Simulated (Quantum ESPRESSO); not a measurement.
# TiBr2: single point with PBEsol+U

The system is TiBr2.

```
CELL_PARAMETERS angstrom
0.00000 3.37943 3.37943
3.37943 0.00000 3.37943
6.75887 6.75887 0.00000
ATOMIC_POSITIONS crystal
Ti 0.00000 0.00000 0.00000
Br 0.25000 0.25000 0.12500
Br 0.75000 0.75000 0.37500
Ti 0.00000 0.00000 0.50000
Br 0.25000 0.25000 0.62500
Br 0.75000 0.75000 0.87500
```

The cell comes from a database or a generator and needn't be the stable form of this composition.

```
Program             : Quantum ESPRESSO 7.5
Task                : single point
Functional          : PBEsol
Potentials or basis : GBRV 1.5 PBEsol
Cutoff              : 612 eV
Density cutoff      : 4898 eV
k mesh              : 2 × 2 × 2
Occupations         : gaussian, width 0.05 eV
Spin                : collinear spin, antiferromagnetic start
Starting moments    : [2.0, 0.0, 0.0, -2.0, -0.0, -0.0] μB
Hubbard terms       : Ti d U = 3 eV
```

```yaml
Band_gap_on_the_k_mesh: 3.22 eV
Net_moment: 0.00 μB per cell
Absolute_moment: 4.23 μB per cell
Site_moments: Ti +1.73, -1.73; Br -0.02, +0.02 μB
Valence_electrons_inside_the_program's_atomic_spheres: Ti 10.23; Br 5.80
```

Levels at points of the mesh, in eV from the valence-band top:
Spin up:
```
              k point  band 22  band 23  band 24  band 25  band 26  band 27  band 28  band 29  band 30  band 31
   (0.00, 0.00, 0.00)    -1.02    -1.01    -1.01    -0.17    -0.17     3.22     3.46     3.78     3.79     4.57
  (0.00, 0.00, -0.50)    -1.78    -1.60    -1.60     0.00     0.00     3.38     3.93     3.93     4.08     4.30
  (0.00, -0.50, 0.00)    -0.88    -0.87    -0.12    -0.09    -0.03     3.22     3.40     3.65     3.66     4.32
 (0.00, -0.50, -0.50)    -1.40    -1.03    -0.98    -0.06    -0.02     3.24     3.57     3.71     3.96     4.20
  (-0.50, 0.00, 0.00)    -0.88    -0.87    -0.12    -0.09    -0.03     3.22     3.39     3.65     3.66     4.32
 (-0.50, 0.00, -0.50)    -1.40    -1.03    -0.97    -0.06    -0.02     3.24     3.57     3.71     3.96     4.20
 (-0.50, -0.50, 0.00)    -0.88    -0.87    -0.12    -0.09    -0.03     3.22     3.40     3.65     3.66     4.32
(-0.50, -0.50, -0.50)    -1.40    -1.03    -0.97    -0.06    -0.02     3.24     3.57     3.71     3.96     4.20
```
Spin down:
```csv
k point,band 24,band 25,band 26,band 27,band 28,band 29
"(0.00, 0.00, 0.00)",-1.01,-0.17,-0.17,3.22,3.46,3.78
"(0.00, 0.00, -0.50)",-1.60,0.00,0.00,3.38,3.93,3.93
"(0.00, -0.50, 0.00)",-0.12,-0.09,-0.03,3.22,3.40,3.65
"(0.00, -0.50, -0.50)",-0.97,-0.06,-0.02,3.24,3.57,3.71
"(-0.50, 0.00, 0.00)",-0.12,-0.09,-0.03,3.22,3.40,3.65
"(-0.50, 0.00, -0.50)",-0.97,-0.06,-0.02,3.24,3.57,3.71
"(-0.50, -0.50, 0.00)",-0.12,-0.09,-0.03,3.22,3.40,3.65
"(-0.50, -0.50, -0.50)",-0.97,-0.06,-0.02,3.24,3.57,3.71
```

Eigenvalues of the final occupation matrices:
| site | spin | trace | eigenvalues |
| --- | --- | --- | --- |
| Ti1 1 3d | 1 | 2.16 | 0.08 0.08 0.08 0.95 0.95 |
| Ti1 1 3d | 2 | 0.20 | 0.01 0.01 0.06 0.06 0.06 |
| Ti2 4 3d | 1 | 0.20 | 0.01 0.01 0.06 0.06 0.06 |
| Ti2 4 3d | 2 | 2.16 | 0.08 0.08 0.08 0.95 0.95 |

Run time: 8.4 min on 1 thread of Arm Neoverse V1 (shared host), peak memory 0.55 GiB.

Caveat: the k mesh is coarse (spacing up to 0.81 Å⁻¹), so the values aren't converged. A k mesh can miss the band edges.
